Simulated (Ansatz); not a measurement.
# GaAs: the cost of one run

Method: DFT PBE, scalar-relativistic, plane waves, PAW, in Ansatz 0.2.0.

1 further run of the same task is left out (set aside as unsound or not needed).

### 1 Starting point

The cell holds 31 atoms (As16Ga15): a = 9.952 Å, b = 9.952 Å, c = 9.952 Å, α = 109.47°, β = 109.47°, γ = 109.47°.

The coordinates of this cell stand in the input of its own run.

The host was relaxed before at PBE: a = 5.746 Å, b = 5.746 Å, c = 5.746 Å, α = 90.00°, β = 90.00°, γ = 90.00° (conventional cell), 23.714 Å³/atom.

Places, in fractions of the supercell: a vacancy on Ga at (0.250, 0.500, 0.250). Its neighbours start displaced at random by about 0.03 Å.

### 2 The perfect crystal in the supercell of 32 atoms

input.yaml reads:

```yaml
crystal:
  lattice:
    - [-5.7459815093, -5.7459815093, 5.7459815093]
    - [5.7459815093, 5.7459815093, 5.7459815093]
    - [-5.7459815093, 5.7459815093, -5.7459815093]
  atoms:
    - { symbol: Ga, position: [0.25, 0.5, 0.25] }
    - { symbol: Ga, position: [0.5, 0.5, 0.0] }
    - { symbol: Ga, position: [0.25, 0.75, 0.0] }
    - { symbol: Ga, position: [0.75, 0.5, 0.75] }
    - { symbol: Ga, position: [0.5, 0.75, 0.75] }
    - { symbol: Ga, position: [0.25, 0.0, 0.75] }
    - { symbol: Ga, position: [0.0, 0.5, 0.5] }
    - { symbol: Ga, position: [0.75, 0.75, 0.5] }
    - { symbol: Ga, position: [0.5, 0.0, 0.5] }
    - { symbol: Ga, position: [0.25, 0.25, 0.5] }
    - { symbol: Ga, position: [0.0, 0.75, 0.25] }
    - { symbol: Ga, position: [0.75, 0.0, 0.25] }
    - { symbol: Ga, position: [0.5, 0.25, 0.25] }
    - { symbol: Ga, position: [0.0, 0.0, 0.0] }
    - { symbol: Ga, position: [0.75, 0.25, 0.0] }
    - { symbol: Ga, position: [0.0, 0.25, 0.75] }
    - { symbol: As, position: [0.0, 0.25, 0.0] }
    - { symbol: As, position: [0.25, 0.25, 0.75] }
    - { symbol: As, position: [0.0, 0.5, 0.75] }
    - { symbol: As, position: [0.5, 0.25, 0.5] }
    - { symbol: As, position: [0.25, 0.5, 0.5] }
    - { symbol: As, position: [0.0, 0.75, 0.5] }
    - { symbol: As, position: [0.75, 0.25, 0.25] }
    - { symbol: As, position: [0.5, 0.5, 0.25] }
    - { symbol: As, position: [0.25, 0.75, 0.25] }
    - { symbol: As, position: [0.0, 0.0, 0.25] }
    - { symbol: As, position: [0.75, 0.5, 0.0] }
    - { symbol: As, position: [0.5, 0.75, 0.0] }
    - { symbol: As, position: [0.25, 0.0, 0.0] }
    - { symbol: As, position: [0.75, 0.75, 0.75] }
    - { symbol: As, position: [0.5, 0.0, 0.75] }
    - { symbol: As, position: [0.75, 0.0, 0.5] }
basis:
  ecutwfc: 420
  xc_grid: 2
kpoints:
  mp_grid: { grid: [3, 3, 3], shift: [0.0, 0.0, 0.0] }
hamiltonian:
  xc: pbe
scf:
  occupations: { method: gaussian, width: 0.05 }
output:
  forces: true
  stress: true
  eigenvalues: true
  write_density: true
  write_potential: true
  elf: true
  volumetric_format: npy
```

Run with:

```sh
ansatz run input.yaml --threads 8 --pin off --max-ram 16384MiB --backend cpu --events-out ev --progress --plain --runs-dir out
```

Q: Estimate wall time and peak memory on 8 threads of Arm Neoverse N1, shared host.

About 39 s, with a peak of 3.6 GiB.
